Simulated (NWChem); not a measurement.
**H2Te (TeH2) at 6 levels**

We compute a comparison of 6 runs (HF/STO-3G, HF/3-21G, HF/def2-SVP, PBE0/def2-SVP, CAM-B3LYP/STO-3G, MP2/def2-TZVP) of H2Te (TeH2). 

The calculation is run with NWChem 7.3.0.

3 further runs of the same task are left out: 3 set aside as unsound or not needed.

### Step 1. The molecule

The species is H2Te (3 atoms), meant as a singlet with charge 0. SMILES: `[H][Te][H]`. The shape comes from GFN2-xTB, which is rough for such elements, and wasn't checked as a minimum.

Bond lengths: Te1–H2 1.641 Å, Te1–H3 1.641 Å. Angles: H2–Te1–H3 87.9°.

### Step 2. Energy and gradient at HF/STO-3G (run 1)

h2te.nw reads:

```
echo
start h2te
memory stack 880 mb heap 220 mb global 1100 mb

geometry noautosym nocenter noautoz
 Te       0.004890      -0.008080      -0.787900
 H        1.136250      -0.016490       0.401160
 H       -1.141140       0.024570       0.386740
end

basis spherical bse
 * library STO-3G
end

scf
 thresh 1e-08
 maxiter 80
end

task scf gradient
```

The run is started by

```sh
$ nwchem h2te.nw > h2te.out
```

What it wrote:

```text
[...]
  functions       =    29
[...]
  wavefunction    = RHF
[...]
         Total SCF energy =  -6548.266841480078
      One-electron energy =  -9099.681884121819
      Two-electron energy =   2517.652992307203
 Nuclear repulsion energy =     33.762050334538
        Time for solution =      0.5s
[...]
                         RHF ENERGY GRADIENTS
    atom               coordinates                        gradient
                 x          y          z           x          y          z
   1 Te      0.009241  -0.015269  -1.488915    0.000150  -0.000199  -0.019360
   2 H       2.147201  -0.031162   0.758082    0.000965   0.000081   0.009671
   3 H      -2.156442   0.046431   0.730833   -0.001115   0.000118   0.009689
[...]
```

Run time: 1.2 s. Hardware: 1 thread of AMD EPYC 9R45 (Zen 5), shared host; peak memory 0.1 GiB.

### Step 3. Energy and gradient at HF/3-21G (run 2)

h2te.nw reads:

```
start h2te
title "TeH2"
memory 2200 mb
charge 0
geometry noautosym nocenter noautoz
  Te       0.004890      -0.008080      -0.787900
  H        1.136250      -0.016490       0.401160
  H       -1.141140       0.024570       0.386740
end
basis spherical bse
  Te library 3-21G
  H library 3-21G
end
scf
  thresh 1e-08
  maxiter 80
end
task scf gradient
```

The run is started by

```sh
$ nwchem h2te.nw > h2te.out
```

What it wrote:

```text
[...]
  functions       =    35
[...]
  wavefunction    = RHF
[...]
         Total SCF energy =  -6583.829566549241
      One-electron energy =  -9133.688049418623
      Two-electron energy =   2516.096432534843
 Nuclear repulsion energy =     33.762050334538
        Time for solution =      0.8s
[...]
                         RHF ENERGY GRADIENTS
    atom               coordinates                        gradient
                 x          y          z           x          y          z
   1 Te      0.009241  -0.015269  -1.488915   -0.000059   0.000142   0.013846
   2 H       2.147201  -0.031162   0.758082   -0.013063   0.000165  -0.007020
   3 H      -2.156442   0.046431   0.730833    0.013122  -0.000307  -0.006826
[...]
```

Wall time 1.5 s (1 thread of AMD EPYC 9R45 (Zen 5), shared host); peak memory 0.1 GiB.

Run 3 isn't shown in full; the table further down has it.

### Step 4. Energy and gradient at PBE0/def2-SVP (core potential) (run 4)

job.nw reads:

```
start job
memory total 2200 mb
charge 0

geometry units angstroms noautosym nocenter noautoz
  Te     0.004890    -0.008080    -0.787900
  H      1.136250    -0.016490     0.401160
  H     -1.141140     0.024570     0.386740
end

basis spherical bse
  * library def2-SVP
end

ecp bse
  Te library def2-SVP
end

dft
  xc pbe0
  mult 1
  grid xfine
  convergence energy 1e-08
  iterations 100
  mulliken
  print low
end

task dft gradient
```

The run is started by

```sh
$ nwchem job.nw > job.out
```

What it wrote:

```text
[...]
 d= 0,ls=0.0,diis     1   -269.1904873039 -2.85D+02  1.34D-02  7.07D-02     0.4
[...]
 d= 0,ls=0.0,diis     7   -269.2053296155 -4.95D-10  2.85D-07  5.00D-11     2.3
         Total DFT energy =     -269.205329615470
      One electron energy =     -499.640263326513
           Coulomb energy =      236.220964681826
    Exchange-Corr. energy =      -21.493610514165
 Nuclear repulsion energy =       15.707579543381
[...]
      Total Density - Mulliken Population Analysis
     ---------------------------------------------
    Atom       Charge   Shell Charges
 -----------   ------   -------------------------------------------------------
    1 Te  24    24.05   0.27  1.77  1.30  0.55  3.15  2.88  2.21  1.86  9.81  0.25
    2 H    1     0.97   0.68  0.28  0.02
    3 H    1     0.97   0.68  0.28  0.02
[...]
                         DFT ENERGY GRADIENTS
    atom               coordinates                        gradient
                 x          y          z           x          y          z
   1 Te      0.009241  -0.015269  -1.488915   -0.000027   0.000085   0.008342
   2 H       2.147201  -0.031162   0.758082   -0.007079   0.000085  -0.004229
   3 H      -2.156442   0.046431   0.730833    0.007105  -0.000170  -0.004113
 Task  times  cpu:        2.7s     wall:        2.7s
 Total times  cpu:        2.7s     wall:        2.7s
```

Wall time 3.3 s (1 thread of AMD EPYC 9R45 (Zen 5), shared host); peak memory 0.13 GiB.

Run 5 isn't shown in full; the table further down has it.

### Step 5. Energy and gradient at MP2/def2-TZVP (core potential) (run 6)

run.nw reads:

```
start run
memory total 2200 mb

geometry units angstrom noautosym nocenter noautoz
 Te       0.004890      -0.008080      -0.787900
 H        1.136250      -0.016490       0.401160
 H       -1.141140       0.024570       0.386740
end

basis spherical bse
 * library def2-TZVP
end

ecp bse
 Te library def2-TZVP
end

scf
 thresh 1e-08
 maxiter 80
end

mp2
 freeze core 4
 tight
end

task mp2 gradient
```

The run is started by

```sh
$ nwchem run.nw > run.out
```

What it wrote:

```text
[...]
  functions       =    62
[...]
  wavefunction    = RHF
[...]
         Total SCF energy =   -268.152459644771
      One-electron energy =   -499.283672218196
      Two-electron energy =    215.423633030043
 Nuclear repulsion energy =     15.707579543381
        Time for solution =      3.5s
[...]
          Total MP2 energy          -268.622004512054
[...]
                         mp2 ENERGY GRADIENTS
    atom               coordinates                        gradient
                 x          y          z           x          y          z
   1 Te      0.009241  -0.015269  -1.488915    0.000049  -0.000040  -0.003892
   2 H       2.147201  -0.031162   0.758082   -0.001087   0.000039   0.001927
   3 H      -2.156442   0.046431   0.730833    0.001038   0.000001   0.001965
[...]
```

Run time: 9.9 s. Hardware: 1 thread of AMD EPYC 9R45 (Zen 5), shared host; peak memory 0.16 GiB.

### Step 6. The series

```csv
run,level,core potential,iteration cap,energy (Eh),dipole moment (D),HOMO energy (eV),LUMO energy (eV),wall time
1,HF/STO-3G,–,80,-6548.266841,1.34,-6.66,8.18,1.2 s
2,HF/3-21G,–,80,-6583.829567,0.65,-8.84,2.73,1.5 s
3,HF/def2-SVP (core potential),def2-SVP,80,-268.139831,0.31,-8.80,2.63,1.9 s
4,PBE0/def2-SVP (core potential),def2-SVP,100,-269.205330,–,–,–,3.3 s
5,CAM-B3LYP/STO-3G,–,100,-6550.621014,1.46,-5.64,4.97,1.9 s
6,MP2/def2-TZVP (core potential),def2-TZVP,80,-268.622005,0.27,-8.86,2.29,9.9 s
```

### Step 7. Outcome

```
                                                      quantity          value
                                           run 6: total energy  -268.62200 Eh
run 6: dipole moment (of the density that the program reports)         0.27 D
                    run 6: HOMO energy (Hartree–Fock orbitals)       -8.86 eV
                    run 6: LUMO energy (Hartree–Fock orbitals)        2.29 eV
                  run 6: HOMO–LUMO gap (Hartree–Fock orbitals)       11.14 eV
            run 6: correlation energy (4 core orbitals frozen)     -469.5 mEh
                               run 6: largest force on an atom     0.200 eV/Å
```

**Reading.** Over runs 1, 2, 3, 5, 6 the dipole moment (its size) runs from 0.27 D (MP2/def2-TZVP) to 1.46 D (CAM-B3LYP/STO-3G). The two ends differ in method and basis and core potential. Over runs 1, 2, 3, 5 the HOMO–LUMO gap runs from 10.61 eV (CAM-B3LYP/STO-3G) to 14.84 eV (HF/STO-3G). Exact exchange widens orbital gaps. Totals of different functionals can't be ranked against each other. Some runs of one species differ in core potentials or relativity; totals across that change don't compare. In runs 1, 5 the basis is minimal, so the values are rough. In runs 1, 2, 5 relativity is left out where basis or elements ask for it. All runs together took 20 s, the longest 9.9 s.
